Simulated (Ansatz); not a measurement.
Crystal: CoAu4.

```
Au Co
1.0
     1.45277    0.83876   11.66605
    -1.45277    0.83876   11.66605
     0.00000   -1.67752   11.66605
Au Co
4 1
Direct
  0.60667 0.60667 0.60667
  0.20228 0.20228 0.20228
  0.79772 0.79772 0.79772
  0.39333 0.39333 0.39333
  0.00000 0.00000 0.00000
```

The cell comes from a database or a generator and needn't be the stable form of this composition.

* Program: Ansatz 0.2.0
* Task: relaxation of cell and atoms
* Functional: PBE
* Potentials or basis: Ansatz PAW
* Cutoff: 420 eV (not typed: the program's choice for these potentials)
* k mesh: 11 × 11 × 11
* Occupations: fermi-dirac, width 0.05 eV
* Spin: collinear spin, ferromagnetic start
* Starting moments: [0.0, 0.0, 0.0, 0.0, 2.0] μB

At the start: volume 17.06 Å³/atom.

Task: How do energy, volume and symmetry change on relaxing?

Result: It ends after 5 steps and the volume is 16.79 Å³/atom (-1.6 %); space group R-3m (No. 166, to 0.05 Å); moment 1.79 μB per cell.

Step by step:
```
step  energy change (eV)  largest force (eV/Å)  volume (Å³)
   1              0.0000                0.0499        85.29
   2             -0.0115                0.0029        84.05
   3             -0.0117                0.0119        84.07
   4             -0.0118                0.0012        83.97
   5             -0.0112                0.0012        83.97
```

Final structure:
```yaml
crystal:
  lattice:
    - [1.44103, 0.83198, 11.67277]
    - [-1.44103, 0.83198, 11.67277]
    - [0.00000, -1.66396, 11.67277]
  atoms:
    - { symbol: Au, position: [0.60637, 0.60637, 0.60637] }
    - { symbol: Au, position: [0.20212, 0.20212, 0.20212] }
    - { symbol: Au, position: [0.79788, 0.79788, 0.79788] }
    - { symbol: Au, position: [0.39363, 0.39363, 0.39363] }
    - { symbol: Co, position: [0.00000, 0.00000, 0.00000] }
```

Caveat: the plane-wave basis is chosen anew once the cell has moved, so the energies of steps on either side of that aren't comparable.
